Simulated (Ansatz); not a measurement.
# CdO3: the cost of one run

Computed with Ansatz 0.2.0 (DFT PBE, scalar-relativistic, plane waves, PAW, unless a step names another level, unless a step's input says otherwise).

12 further runs of the same task are left out: 8 that didn't finish, 4 set aside as unsound or not needed.

### Step 1. The system as given

The structure is tetragonal, space group P4/nmm (No. 129). The conventional cell has a = 3.282 Å, b = 3.282 Å, c = 10.834 Å, α = 90.00°, β = 90.00°, γ = 90.00°. Cd (site symmetry 4mm) is surrounded by 5 O at 2.32 to 2.42 Å. Around O (site symmetry 4mm) lie 1 O at 1.22 Å. O (site symmetry 4mm) has 5 Cd at 2.32 to 2.42 Å as nearest neighbours.

As a file:

```cif
data_structure
_symmetry_space_group_name_H-M 'P4/nmm:1'
_symmetry_Int_Tables_number 129
_cell_length_a 3.2818
_cell_length_b 3.2818
_cell_length_c 10.8344
_cell_angle_alpha 90.000
_cell_angle_beta 90.000
_cell_angle_gamma 90.000
_cell_volume 116.69
loop_
_atom_site_label
_atom_site_type_symbol
_atom_site_symmetry_multiplicity
_atom_site_Wyckoff_symbol
_atom_site_fract_x
_atom_site_fract_y
_atom_site_fract_z
_atom_site_occupancy
Cd1 Cd 2 c 0.00000 0.50000 0.88708 1
O1 O 2 c 0.50000 0.00000 0.44394 1
O2 O 2 c 0.50000 0.00000 0.55615 1
O3 O 2 c 0.50000 0.00000 0.88937 1
```

It came out lowest among 21 distinct ends of the trial cells. At a tolerance of 0.05 Å it has space group P4/nmm (No. 129).

### Step 2. Tight relaxation for the response runs, on the response runs' mesh and smearing

Contents of input.yaml:

```yaml
crystal:
  lattice:
    - [3.2817835102, 0.0, 0.0]
    - [0.0, 3.2817835102, 0.0]
    - [0.0, 0.0, 10.8343562031]
  atoms:
    - { symbol: Cd, position: [0.0, 0.5, 0.8870836689] }
    - { symbol: Cd, position: [0.5, 0.0, 0.1129163311] }
    - { symbol: O, position: [0.5, 0.0, 0.4439373489] }
    - { symbol: O, position: [0.5, 0.0, 0.5561530473] }
    - { symbol: O, position: [0.0, 0.5, 0.5560626511] }
    - { symbol: O, position: [0.0, 0.5, 0.4438469527] }
    - { symbol: O, position: [0.5, 0.0, 0.8893713559] }
    - { symbol: O, position: [0.0, 0.5, 0.1106286441] }
basis:
  ecutwfc: 420
kpoints:
  mp_grid: { grid: [12, 12, 4] }
hamiltonian:
  xc: pbe
scf:
  occupations: { method: gaussian, width: 0.01 }
output:
  forces: true
  stress: true
  eigenvalues: true
relax:
  adjacent_minimum: "off"
  f_tol: 0.001
  max_steps: 60
  cell: { stress_tol: 0.01 }
```

On the command line:

```
ansatz run input.yaml --threads 3 --pin off --max-ram 7680MiB --backend cpu --events-out ev --progress --plain --runs-dir out
```

Q: Estimate wall time and peak memory on 3 threads of Intel Xeon Platinum 8259CL at 2.50GHz (Skylake/Cascade Lake), shared host.

About 2.4 min, with a peak of 0.69 GiB.
